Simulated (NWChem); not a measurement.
# One shape, several levels: doublet GeSiH4O+

Wanted: a comparison of 3 runs (UHF/STO-3G, UHF/3-21G, UMP2/def2-SVP) of doublet GeSiH4O+. 

Program for the calculation: NWChem 7.3.0.

3 further runs of the same task are left out: 2 that didn't finish, 1 set aside as unsound or not needed. Runs told in other sessions of the task aren't counted.

### Step 1. The molecule

GeSiH4O+ has 7 atoms, charge +1, and is taken as a doublet. As SMILES of the parent species, `[SiH3][O][GeH]`. The shape is that of a PBE0-D4/def2-TZVP optimisation. This is one conformer, not always the lowest. That shape belongs to the parent species and isn't relaxed for this state.

Bond lengths: Si1–O2 1.643 Å, O2–Ge3 1.789 Å, Si1–H4 1.490 Å, Si1–H5 1.485 Å, Si1–H6 1.485 Å, Ge3–H7 1.605 Å. Angles: Si1–O2–Ge3 134.1°, O2–Si1–H4 110.8°, O2–Si1–H5 109.3°, O2–Si1–H6 109.3°, O2–Ge3–H7 93.5°, H4–Si1–H5 109.1°, H4–Si1–H6 109.1°, H5–Si1–H6 109.4°.

### Step 2. The energy at UHF/STO-3G (run 1)

File geh4osi.nw:

```
start geh4osi
title "GeH4OSi energy"
memory total 2200 mb
charge 1

geometry noautosym nocenter noautoz
 Si    -0.741700     0.650900    -0.296500
 O      0.533500    -0.139300     0.373700
 Ge     1.261400    -1.756200     0.134200
 H     -1.409200    -0.197600    -1.323800
 H     -0.260900     1.901300    -0.937500
 H     -1.722500     0.988100     0.766400
 H      2.400800    -1.515100     1.238000
end

basis spherical bse
 * library STO-3G
end

scf
 nopen 1
 uhf
 thresh 1e-08
 maxiter 80
 print low
end

task scf
```

The run is started by

```sh
$ nwchem geh4osi.nw > geh4osi.out
```

Standard output:

```text
[...]
  functions       =    36
[...]
  wavefunction    = UHF
[...]
         Total SCF energy =  -2413.321070487942
      One electron energy =  -3838.542736634948
      Two electron energy =   1190.279375015312
 Nuclear repulsion energy =    234.942291131694
                       Sz =      0.5000
                 Sz(Sz+1) =      0.7500
                      S^2 =      0.7916
[...]
```

It took 28 s on 1 thread of Intel Xeon Platinum 8259CL at 2.50GHz (Skylake/Cascade Lake), shared host; peak memory 0.098 GiB.

### Step 3. The energy at UHF/3-21G (run 2)

geh4osi.nw: that of step 2 with these lines changed.

```diff
@@ -1,6 +1,4 @@
 start geh4osi
-title "GeH4OSi energy"
 memory total 2200 mb
 charge 1
-
 geometry noautosym nocenter noautoz
@@ -14,9 +12,7 @@
 end
-
 basis spherical bse
- * library STO-3G
+ * library 3-21G
 end
-
 scf
- nopen 1
+ doublet
  uhf
@@ -26,3 +22,2 @@
 end
-
-task scf
+task scf energy
```

The run is started by

```sh
$ nwchem geh4osi.nw > geh4osi.out
```

Standard output:

```text
[...]
  functions       =    52
[...]
  wavefunction    = UHF
[...]
         Total SCF energy =  -2429.236393863308
      One electron energy =  -3842.584604853177
      Two electron energy =   1178.405919858175
 Nuclear repulsion energy =    234.942291131694
                       Sz =      0.5000
                 Sz(Sz+1) =      0.7500
                      S^2 =      0.7819
[...]
```

Wall time 8.1 s (1 thread of Intel Xeon Platinum 8259CL at 2.50GHz (Skylake/Cascade Lake), shared host); peak memory 0.098 GiB.

### Step 4. The energy at UMP2/def2-SVP (run 3)

File test.nw:

```
start test
memory total 2200 mb
charge 1

geometry noautosym nocenter noautoz
   Si    -0.741700     0.650900    -0.296500
   O      0.533500    -0.139300     0.373700
   Ge     1.261400    -1.756200     0.134200
   H     -1.409200    -0.197600    -1.323800
   H     -0.260900     1.901300    -0.937500
   H     -1.722500     0.988100     0.766400
   H      2.400800    -1.515100     1.238000
end

basis spherical bse
   Si library def2-SVP
   O library def2-SVP
   Ge library def2-SVP
   H library def2-SVP
end

scf
   nopen 1
   uhf
   thresh 1e-08
   maxiter 80
end

mp2
   freeze core 15
   tight
end

task mp2
```

The run is started by

```sh
$ nwchem test.nw > test.out
```

Standard output:

```text
[...]
  functions       =    84
[...]
  wavefunction    = UHF
[...]
         Total SCF energy =  -2440.794244271067
      One electron energy =  -3855.464982179496
      Two electron energy =   1179.728446776734
 Nuclear repulsion energy =    234.942291131694
                       Sz =      0.5000
                 Sz(Sz+1) =      0.7500
                      S^2 =      0.7847
[...]
          Total MP2 energy         -2441.273104480133
[...]
```

Wall time 42 s (1 thread of Intel Xeon Platinum 8259CL at 2.50GHz (Skylake/Cascade Lake), shared host); peak memory 0.2 GiB.

### Step 5. The series

```tsv
run	level	module	frozen core orbitals	energy (Eh)	⟨S²⟩	wall time
1	UHF/STO-3G	scf	–	-2413.321070	0.792	28 s
2	UHF/3-21G	scf	–	-2429.236394	0.782	8.1 s
3	UMP2/def2-SVP	mp2	15	-2441.273104	0.785	42 s
```

### Step 6. What came out

| quantity | value |
| --- | --- |
| run 3: total energy | -2441.27310 Eh |
| run 3: HOMO energy (Hartree–Fock orbitals) (highest over α and β) | -16.62 eV |
| run 3: LUMO energy (Hartree–Fock orbitals) (lowest over α and β) | -7.60 eV |
| run 3: correlation energy (15 core orbitals frozen) | -478.9 mEh |
| run 3: ⟨S²⟩ of the reference determinant | 0.785 |

What this shows: In run 1 the basis is minimal, so the values are rough. All runs together took 78 s, the longest 42 s.
